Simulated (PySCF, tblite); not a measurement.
# C₁₀H₁₀Ge: geometry, infrared bands, NMR shifts, spin-spin couplings and electronic excitations, part 2 of 2

tblite 0.8.0 and PySCF 2.14.0. Atoms count from 0.

## Step 6: Indirect couplings: B3LYP/pcSseg-1+pcJ-1

What the job is given:

```
{"job": {"kind": "j", "xc": "B3LYP", "basis": "pcJ-1"}, "charge": 0, "multiplicity": 1}
C      2.984363     0.499759     0.950540
C      2.083549    -0.395634     1.399163
Ge     1.142908    -1.106165    -0.152225
C     -0.751325    -0.668066    -0.196987
C     -1.161846     0.665810    -0.065580
C     -2.514144     0.999058    -0.091357
C     -3.476545     0.001077    -0.249941
C     -3.081657    -1.328617    -0.382884
C     -1.726250    -1.659630    -0.356429
C      2.240498     0.016224    -1.305077
C      3.070047     0.721930    -0.512017
H      3.648282     1.064067     1.615773
H      1.945789    -0.618295     2.458926
H      1.313025    -2.621565    -0.374609
H     -0.414381     1.455099     0.059133
H     -2.820578     2.042945     0.013121
H     -4.537490     0.262068    -0.270445
H     -3.831837    -2.113350    -0.508144
H     -1.428703    -2.706766    -0.463020
H      2.231284     0.117481    -2.391894
H      3.797417     1.444402    -0.900291
```

With the program's defaults for keys left out, this is: B3LYP/pcJ-1 Ge:pcSseg-1 indirect spin-spin coupling, non-relativistic, gas phase.

Standard output:

```text
coarse grid: 83936 points
cycle   1  E = -2463.7697992364  dE =  9.011e-01  |g| = 1.055e+00  |ddm| = 4.559e+00
cycle   2  E = -2463.7031657455  dE =  6.663e-02  |g| = 1.177e+00  |ddm| = 1.393e+00
cycle   3  E = -2463.8928519015  dE = -1.897e-01  |g| = 1.009e-01  |ddm| = 8.948e-01
cycle   4  E = -2463.8941102859  dE = -1.258e-03  |g| = 5.675e-02  |ddm| = 1.289e-01
cycle   5  E = -2463.8949219812  dE = -8.117e-04  |g| = 1.484e-02  |ddm| = 5.999e-02
cycle   6  E = -2463.8949824272  dE = -6.045e-05  |g| = 3.346e-03  |ddm| = 1.801e-02
cycle   7  E = -2463.8949850461  dE = -2.619e-06  |g| = 1.615e-03  |ddm| = 4.619e-03
final grid: 178840 points
cycle   8  E = -2463.8949210502  dE =  1.793e-06  |g| = 3.081e-03  |ddm| = 4.553e-03
cycle   9  E = -2463.8949126771  dE =  8.373e-06  |g| = 6.288e-03  |ddm| = 8.018e-03
cycle  10  E = -2463.8949235623  dE = -1.089e-05  |g| = 4.131e-04  |ddm| = 5.599e-03
cycle  11  E = -2463.8949236068  dE = -4.449e-08  |g| = 4.625e-05  |ddm| = 3.751e-04
cycle  12  E = -2463.8949236073  dE = -4.702e-10  |g| = 1.695e-05  |ddm| = 5.872e-05
converged SCF energy = -2463.8949236073

Indirect spin-spin couplings (Hz)
  i      j    bonds     total        FC       PSO       DSO        SD
  0 C   11 H    1    166.933   165.900     0.121     0.913         -
  0 C   12 H    2     -0.625     1.077    -1.414    -0.288         -
  0 C   13 H    3      4.021     4.538     0.108    -0.625         -
  0 C   14 H    5      0.182     0.116    -0.181     0.247         -
  0 C   19 H    3     14.500    14.554     0.374    -0.428         -
  0 C   20 H    2      7.100     7.422    -0.165    -0.158         -
  1 C   11 H    2     -0.300     1.187    -1.217    -0.271         -
  1 C   12 H    1    179.576   178.675    -0.217     1.118         -
  1 C   13 H    2      9.373    10.009    -0.008    -0.627         -
  1 C   14 H    4     -0.156    -0.260    -0.180     0.284         -
  1 C   16 H    6     -0.304    -0.263     0.135    -0.177         -
  1 C   19 H    3      2.680     2.703     0.499    -0.522         -
  1 C   20 H    3      7.506     7.524     0.388    -0.406         -
  3 C   11 H    4      0.370     0.519     0.142    -0.292         -
  3 C   12 H    3     -0.274    -0.158    -0.022    -0.093         -
  3 C   13 H    2      9.669    10.236    -0.172    -0.395         -
  3 C   14 H    2      3.420     4.403    -1.062     0.080         -
  3 C   15 H    3      7.926     7.913     0.337    -0.324         -
  3 C   16 H    4     -1.339    -1.426     0.381    -0.294         -
  3 C   17 H    3      7.852     7.842     0.338    -0.328         -
  3 C   18 H    2      3.352     4.365    -1.052     0.039         -
  3 C   19 H    3     -0.285    -0.167    -0.022    -0.096         -
  3 C   20 H    4      0.386     0.538     0.142    -0.293         -
  4 C   13 H    3      5.367     5.793     0.215    -0.641         -
  4 C   14 H    1    168.411   167.231     0.072     1.108         -
  4 C   15 H    2      1.911     3.121    -0.967    -0.242         -
  4 C   16 H    3      7.984     8.069     0.352    -0.437         -
  4 C   17 H    4     -1.271    -1.295     0.399    -0.374         -
  4 C   18 H    3      8.602     8.692     0.310    -0.401         -
  5 C   13 H    4      1.853     2.055     0.173    -0.374         -
  5 C   14 H    2      2.038     3.201    -0.960    -0.203         -
  5 C   15 H    1    166.525   165.398     0.254     0.873         -
  5 C   16 H    2      1.653     2.854    -0.888    -0.313         -
  5 C   17 H    3      7.825     7.934     0.364    -0.472         -
  5 C   18 H    4     -1.433    -1.456     0.402    -0.379         -
  6 C   14 H    3      8.029     8.108     0.339    -0.419         -
  6 C   15 H    2      1.782     2.983    -0.889    -0.312         -
  6 C   16 H    1    166.475   165.369     0.260     0.846         -
  6 C   17 H    2      1.641     2.867    -0.908    -0.318         -
  6 C   18 H    3      7.874     7.957     0.352    -0.436         -
  7 C   14 H    4     -1.478    -1.498     0.386    -0.366         -
  7 C   15 H    3      7.820     7.928     0.365    -0.472         -
  7 C   16 H    2      1.602     2.824    -0.904    -0.318         -
  7 C   17 H    1    166.579   165.444     0.269     0.866         -
  7 C   18 H    2      2.082     3.234    -0.925    -0.227         -
  8 C   11 H    5      0.230     0.317     0.176    -0.263         -
  8 C   13 H    3      2.032     2.064    -0.224     0.192         -
  8 C   14 H    3      8.785     8.876     0.300    -0.391         -
  8 C   15 H    4     -1.274    -1.296     0.400    -0.378         -
  8 C   16 H    3      8.025     8.111     0.357    -0.444         -
  8 C   17 H    2      1.968     3.148    -0.925    -0.255         -
  8 C   18 H    1    167.139   165.922     0.163     1.054         -
  8 C   20 H    5      0.268     0.356     0.178    -0.266         -
  9 C   11 H    3      7.497     7.514     0.387    -0.405         -
  9 C   12 H    3      2.692     2.715     0.499    -0.522         -
  9 C   13 H    2      9.248     9.884    -0.010    -0.626         -
  9 C   16 H    6     -0.280    -0.238     0.136    -0.178         -
  9 C   19 H    1    179.452   178.542    -0.211     1.120         -
  9 C   20 H    2     -0.281     1.206    -1.217    -0.270         -
 10 C   11 H    2      7.099     7.421    -0.165    -0.158         -
 10 C   12 H    3     14.509    14.563     0.374    -0.428         -
 10 C   13 H    3      4.054     4.570     0.108    -0.624         -
 10 C   14 H    5      0.191     0.117    -0.185     0.259         -
 10 C   19 H    2     -0.663     1.041    -1.417    -0.287         -
 10 C   20 H    1    166.937   165.907     0.117     0.913         -
 11 H   12 H    3     10.911    11.007     0.269    -0.365         -
 11 H   13 H    4      0.201     1.124     1.112    -2.035         -
 11 H   18 H    6     -0.342     0.048     0.678    -1.067         -
 11 H   19 H    4      0.399     0.477     1.654    -1.732         -
 11 H   20 H    3      4.107     3.985     0.279    -0.157         -
 12 H   13 H    3     -1.381    -0.549     0.581    -1.413         -
 12 H   18 H    5     -0.315     0.002     0.221    -0.537         -
 12 H   19 H    4      1.231     1.736     1.677    -2.182         -
 12 H   20 H    4      0.398     0.477     1.653    -1.732         -
 13 H   14 H    4     -0.972     1.085     0.963    -3.020         -
 13 H   15 H    5     -0.271     0.355     0.861    -1.486         -
 13 H   16 H    6     -0.250     0.019     0.726    -0.995         -
 13 H   18 H    4      0.887    -0.167    -1.392     2.447         -
 13 H   19 H    3     -1.356    -0.531     0.576    -1.401         -
 13 H   20 H    4      0.166     1.087     1.110    -2.032         -
 14 H   15 H    3      8.537     8.565    -0.036     0.007         -
 14 H   16 H    4      1.124     1.127     1.601    -1.604         -
 14 H   17 H    5      0.774     0.827     1.610    -1.663         -
 14 H   18 H    4      0.918     1.049     1.637    -1.768         -
 15 H   16 H    3      8.306     8.497     0.166    -0.357         -
 15 H   17 H    4      1.041     1.120     1.685    -1.763         -
 15 H   18 H    5      0.725     0.782     1.642    -1.699         -
 16 H   17 H    3      8.410     8.608     0.173    -0.371         -
 16 H   18 H    4      1.116     1.126     1.646    -1.656         -
 17 H   18 H    3      8.359     8.399     0.044    -0.084         -
 18 H   19 H    5     -0.352     0.001     0.276    -0.628         -
 18 H   20 H    6     -0.338     0.059     0.687    -1.084         -
 19 H   20 H    3     10.917    11.013     0.267    -0.362         -
```

It took 79 s on 2 threads of AMD EPYC 9R14, shared host; peak memory 3 GiB.

A choice of the couplings up to four bonds, sorted by the number of bonds, with means over like pairs; isotopes 13C, 1H:

```
   pair  bonds  J (Hz)  Fermi contact (Hz)  dihedral (°)
 C1–H12      1   179.5               178.6             –
 C4–H14      1   167.8               166.6             –
 C0–H11      1   166.9               165.9             –
 C5–H15      1   166.6               165.4             –
 C6–H16      1   166.5               165.4             –
 C3–H13      2     9.7                10.2             –
 C1–H13      2     9.3                 9.9             –
 C0–H20      2     7.1                 7.4             –
 C3–H14      2     3.4                 4.4             –
 C5–H14      2     2.1                 3.2             –
 C4–H15      2     1.9                 3.1             –
 C6–H15      2     1.7                 2.9             –
 C5–H16      2     1.6                 2.8             –
 C0–H19      3    14.5                14.6           180
H11–H12      3    10.9                11.0             0
 C4–H18      3     8.7                 8.8           180
H14–H15      3     8.4                 8.5             0
H15–H16      3     8.4                 8.6             0
 C4–H16      3     8.0                 8.1          -180
 C6–H14      3     8.0                 8.0           180
 C3–H15      3     7.9                 7.9           180
 C5–H17      3     7.8                 7.9          -180
 C5–H18      4    -1.5                -1.5             –
 C3–H16      4    -1.3                -1.4             –
 C4–H17      4    -1.3                -1.3             –
H12–H19      4     1.2                 1.7             –
H14–H16      4     1.1                 1.1             –
H15–H17      4     1.0                 1.1             –
```

The spin-dipole term was not solved, so all couplings lack that part.

The response was solved for the nuclei of H alone, so couplings that need other nuclei can be missing.

Quadrupole couplings from the field gradients of the same density:

| atom | isotope | eQq/h (MHz) | η |
| --- | --- | --- | --- |
| Ge2 | 73Ge | 19.6 | 0.91 |

Shifts (PBE0/pcSseg-1, unscaled) and these couplings together give the proton spectrum at 600 MHz below.

1H NMR δ 7.56 (m, 2H), 7.46 (m, 1H), 7.43 (m, 2H), 7.18 (d, J = 10.9 Hz, 2H), 6.56 (dd, J = 10.9, 1.4 Hz, 2H), 5.18 (t, J = 1.4 Hz, 1H). The letters are first-order; like nuclei with unlike couplings give more lines.

## Step 7: TDDFT and polarisability: CAM-B3LYP/def2-SVPD

The job, as its differences from that of step 6:

```diff
@@ -1,2 +1,2 @@
-{"job": {"kind": "j", "xc": "B3LYP", "basis": "pcJ-1"}, "charge": 0, "multiplicity": 1}
+{"job": {"kind": "uv", "xc": "CAM-B3LYP", "basis": "def2-SVPD", "ip": false}, "charge": 0, "multiplicity": 1}
 C      2.984363     0.499759     0.950540
```

Level: TDDFT CAM-B3LYP/def2-SVPD, vertical, gas phase, core orbitals frozen in the response.

Standard output:

```text
coarse grid: 83936 points
cycle   1  E = -2463.3494734555  dE =  1.319e+00  |g| = 5.341e-01  |ddm| = 1.612e+01
cycle   2  E = -2463.3692129501  dE = -1.974e-02  |g| = 5.067e-01  |ddm| = 3.224e+00
cycle   3  E = -2463.4079560748  dE = -3.874e-02  |g| = 4.012e-02  |ddm| = 1.639e+00
cycle   4  E = -2463.4081680081  dE = -2.119e-04  |g| = 2.775e-02  |ddm| = 2.280e-01
cycle   5  E = -2463.4083654073  dE = -1.974e-04  |g| = 5.317e-03  |ddm| = 1.027e-01
cycle   6  E = -2463.4083725488  dE = -7.142e-06  |g| = 1.623e-03  |ddm| = 1.620e-02
final grid: 178840 points
cycle   7  E = -2463.4083215627  dE = -4.504e-08  |g| = 1.885e-03  |ddm| = 1.806e-02
cycle   8  E = -2463.4083208628  dE =  6.999e-07  |g| = 2.510e-03  |ddm| = 1.191e-02
cycle   9  E = -2463.4083224066  dE = -1.544e-06  |g| = 2.192e-04  |ddm| = 7.260e-03
cycle  10  E = -2463.4083224190  dE = -1.231e-08  |g| = 3.021e-05  |ddm| = 9.298e-04
cycle  11  E = -2463.4083224200  dE = -1.087e-09  |g| = 1.510e-05  |ddm| = 3.517e-04
cycle  12  E = -2463.4083224201  dE = -7.094e-11  |g| = 2.699e-06  |ddm| = 6.097e-05
converged SCF energy = -2463.4083224201

Static polarisability (au): isotropic 140.198, principal 106.432 130.512 183.651

Singlet excitations
state   eV       nm        f      main configurations
  1   4.5003    275.5   0.04933   H->L 0.95
  2   5.2482    236.2   0.00220   H-1->L 0.59, H-4->L 0.37
  3   5.3717    230.8   0.00064   H-2->L+1 0.46, H-1->L+2 0.33, H->L+2 0.08
  4   5.8558    211.7   0.10164   H->L+1 0.56, H-1->L+1 0.19, H-2->L+2 0.09
  5   6.0900    203.6   0.00635   H-3->L 0.42, H-5->L 0.40
  6   6.1720    200.9   0.01205   H-1->L+1 0.39, H->L+1 0.32, H-2->L+2 0.14
  7   6.2005    200.0   0.00061   H-2->L 0.96
  8   6.4390    192.6   0.00270   H-4->L 0.56, H-1->L 0.36
  9   6.5558    189.1   0.00324   H->L+3 0.49, H->L+4 0.31
 10   6.5726    188.6   0.01421   H->L+2 0.47, H-5->L 0.14, H-3->L 0.12

Triplet excitations (Tamm-Dancoff, eV): 2.7235 4.0287 4.7259 4.7521
```

Run time: 74 s. Hardware: 2 threads of AMD EPYC 9R14, shared host; peak memory 2.4 GiB.

Frontier orbitals and where they lie:

| orbital | eV | atoms |
| --- | --- | --- |
| HOMO−3 | -9.72 | C3 24 %, Ge2 18 %, C8 7 % |
| HOMO−2 | -8.60 | C4 20 %, C7 20 %, C5 20 % |
| HOMO−1 | -8.51 | C3 20 %, C6 20 %, C8 10 % |
| HOMO | -7.92 | C1 24 %, C9 24 %, C0 17 % |
| LUMO | -0.32 | C1 19 %, C9 19 %, C10 18 % |
| LUMO+1 | 0.45 | C3 19 %, C6 18 %, C4 14 % |
| LUMO+2 | 0.72 | C5 20 %, C8 20 %, C7 14 % |

With each of the 10 states as a Gaussian band of 0.4 eV half-width at 1/e, the curve within the window shown has maxima at 275 nm (ε 2,000), 210 nm (ε 4,700) L/(mol cm). Beyond the last state computed it falls off for lack of states. The curve at chosen wavelengths:

nm, ε (L/mol/cm) and a bar:
```
      180        468 ##
      185        903 #####
      191       1534 #########
      196       2326 ###############
      202       3638 ########################
      207       4505 ##############################
      213       4492 ##############################
      218       3618 ########################
      224       2231 ##############
      229       1294 ########
      235        642 ###
      240        436 ##
      246        480 ##
      251        699 ###
      257       1105 ######
      262       1476 #########
      268       1837 ###########
      273       1987 ############
      279       1950 ############
      284       1765 ###########
      290       1431 ########
      295       1125 ######
      301        784 ####
      306        551 ##
      312        342 #
      317        220
```

Ground-state properties from the same run:

```csv
property,computed
dipole moment (D),0.56
polarisability (Å³),20.78
HOMO–LUMO gap (eV),7.60
−ε(HOMO) (eV),7.92
```

## Step 8: Shielding tensors: WP04/pcSseg-1

The job, as its differences from that of step 7:

```diff
@@ -1,2 +1,2 @@
-{"job": {"kind": "uv", "xc": "CAM-B3LYP", "basis": "def2-SVPD", "ip": false}, "charge": 0, "multiplicity": 1}
+{"job": {"kind": "nmr", "xc": "WP04", "basis": "pcSseg-1", "pop": false}, "charge": 0, "multiplicity": 1}
 C      2.984363     0.499759     0.950540
```

With the program's defaults for keys left out, this is: GIAO WP04/pcSseg-1 NMR shielding, non-relativistic, gas phase.

Standard output:

```text
coarse grid: 83936 points
cycle   1  E = -2484.4206116494  dE =  8.203e-01  |g| = 8.508e-01  |ddm| = 4.776e+00
cycle   2  E = -2484.3189726624  dE =  1.016e-01  |g| = 1.041e+00  |ddm| = 1.832e+00
cycle   3  E = -2484.5904677660  dE = -2.715e-01  |g| = 1.101e-01  |ddm| = 1.098e+00
cycle   4  E = -2484.5912627828  dE = -7.950e-04  |g| = 8.184e-02  |ddm| = 1.671e-01
cycle   5  E = -2484.5929353803  dE = -1.673e-03  |g| = 2.565e-02  |ddm| = 9.426e-02
cycle   6  E = -2484.5930982500  dE = -1.629e-04  |g| = 6.040e-03  |ddm| = 2.703e-02
cycle   7  E = -2484.5931040817  dE = -5.832e-06  |g| = 2.706e-03  |ddm| = 7.050e-03
final grid: 178840 points
cycle   8  E = -2484.5930367168  dE =  8.191e-06  |g| = 6.016e-03  |ddm| = 8.563e-03
cycle   9  E = -2484.5929916477  dE =  4.507e-05  |g| = 1.382e-02  |ddm| = 1.847e-02
cycle  10  E = -2484.5930470258  dE = -5.538e-05  |g| = 7.091e-04  |ddm| = 1.301e-02
cycle  11  E = -2484.5930471542  dE = -1.284e-07  |g| = 9.390e-05  |ddm| = 6.283e-04
cycle  12  E = -2484.5930471566  dE = -2.433e-09  |g| = 2.699e-05  |ddm| = 1.162e-04
cycle  13  E = -2484.5930471569  dE = -2.065e-10  |g| = 3.631e-06  |ddm| = 2.843e-05
converged SCF energy = -2484.5930471569

GIAO shielding tensors (ppm)
atom      isotropic    diamagn.    paramagn.     s11        s22        s33       span
  0 C       20.696     255.527    -234.831    -98.125     33.055    127.159    225.284
  1 C       33.363     262.504    -229.140    -81.062     25.382    155.769    236.830
  2 Ge    1355.744    2760.879   -1405.135   1284.864   1386.288   1396.079    111.215
  3 C       32.581     263.511    -230.930    -58.551     -9.525    165.818    224.369
  4 C       32.744     256.149    -223.405    -85.171     24.690    158.712    243.883
  5 C       39.501     254.772    -215.271    -72.332     29.232    161.603    233.936
  6 C       37.828     254.102    -216.273    -72.831     23.628    162.688    235.519
  7 C       38.966     253.751    -214.785    -72.756     28.393    161.261    234.018
  8 C       31.566     252.096    -220.529    -86.173     27.744    153.128    239.301
  9 C       33.793     262.580    -228.786    -79.948     25.337    155.991    235.939
 10 C       20.332     255.452    -235.120    -98.847     32.699    127.144    225.990
 11 H       24.810      29.584      -4.773     22.432     23.855     28.144      5.711
 12 H       25.415      32.632      -7.218     23.091     25.327     27.826      4.735
 13 H       26.942      29.880      -2.938     20.429     22.528     37.869     17.440
 14 H       24.469      36.688     -12.219     19.426     22.475     31.505     12.079
 15 H       24.527      31.482      -6.955     21.013     24.654     27.914      6.901
 16 H       24.446      27.815      -3.369     21.179     25.013     27.145      5.966
 17 H       24.422      28.167      -3.745     21.122     24.664     27.480      6.358
 18 H       24.153      32.644      -8.491     20.046     22.567     29.847      9.801
 19 H       25.420      32.431      -7.011     23.121     25.349     27.789      4.668
 20 H       24.787      29.432      -4.645     22.389     23.856     28.115      5.726
```

Run time: 32 s. Hardware: 2 threads of AMD EPYC 9R14, shared host; peak memory 2 GiB.

This run: δ C0 151.9, C4 140.3, C3 139.9, C1 138.9, H14 7.25, H16 7.12 ppm (means over like atoms).

## Step 9: Comparing the runs: NMR shifts

Shifts (ppm) of some atoms, chosen among heavy atoms and hydrogens apart, means over like atoms, with basis size and wall time:

```csv
run,C0,C1,C3,C6,H11,H13,Ge2,functions,time
PBE0/pcSseg-1,153.9,139.7,137.2,135.2,7.18,5.18,-72,261,41 s
WP04/pcSseg-1,151.9,138.9,139.9,134.6,6.77,4.62,-79,261,32 s
```

## Step 10: Outcome

The summary covers parts 1 to 2.

| quantity | value |
| --- | --- |
| strongest single infrared mode (GFN2-xTB) | 1902 cm⁻¹, 415 km/mol |
| zero-point energy (GFN2-xTB) | 98.8 kcal/mol |
| point group | C1 |
| rotational constants (main isotopes) | 2.15, 0.52, 0.48 GHz |
| 13C shifts against TMS (PBE0/pcSseg-1, means over atoms taken as alike) | 153.9, 140.8, 139.7, 137.2, 135.2, 133.8 ppm |
| 1H shifts against TMS (PBE0/pcSseg-1, means over atoms taken as alike) | 7.56, 7.46, 7.43, 7.18, 6.56, 5.18 ppm |
| 73Ge shifts against GeMe4 (PBE0/pcSseg-1) | -72 ppm |
| largest coupling of the table (B3LYP/pcSseg-1+pcJ-1) | 1J(C,H) C1–H12, 179.5 Hz |
| lowest singlet (CAM-B3LYP/def2-SVPD) | 4.50 eV (276 nm), f = 0.049 |
| brightest single state of those computed | state 4, 5.86 eV, f = 0.102 |
| lowest triplet | 2.72 eV |
| range of the shift of Ge2 | -79 to -72 ppm |

What this shows: The optimisation took 147 steps and gained 0.404 eV; among the close pairs (by a distance rule), Ge2–C3 changed most, from 1.898 to 1.967 Å (GFN2-xTB). All 57 modes are real, so the xTB geometry is a minimum. The strongest single mode, at 1902 cm⁻¹, moves mainly H13. GFN2-xTB is a fitted tight-binding method: band positions and strengths are rough. Its intensities can rank the bands wrongly. Relaxing lowered the energy by 0.154 eV in 5 steps; the close pair that moved most is Ge2–H13, from 1.507 to 1.541 Å (PBE0/def2-SVP). NICS(1)zz of -28 ppm above the planar ring from C3 marks a diatropic (aromatic) ring current. Of the pairs tabulated at B3LYP/pcSseg-1+pcJ-1, C1–H12 (mean over like pairs) couples most strongly (179.5 Hz; Fermi contact 178.6 Hz). Couplings across rotatable bonds belong to this one conformer; where others are populated, the observed values are averages. The first singlet state (HOMO→LUMO 0.95) lies at 4.50 eV and is weak; of the 10 states computed, the strongest absorption comes from state 4 at 5.86 eV. The lowest triplet lies 1.78 eV below the lowest singlet (triplets in Tamm-Dancoff, singlets in full TDDFT). In ppm, Ge2 moves most: its shift spreads over 8 ppm, from -79 (WP04/pcSseg-1) to -72 (PBE0/pcSseg-1). Spin-orbit coupling is left out, which matters for shieldings and couplings at and beside the heavy atoms.
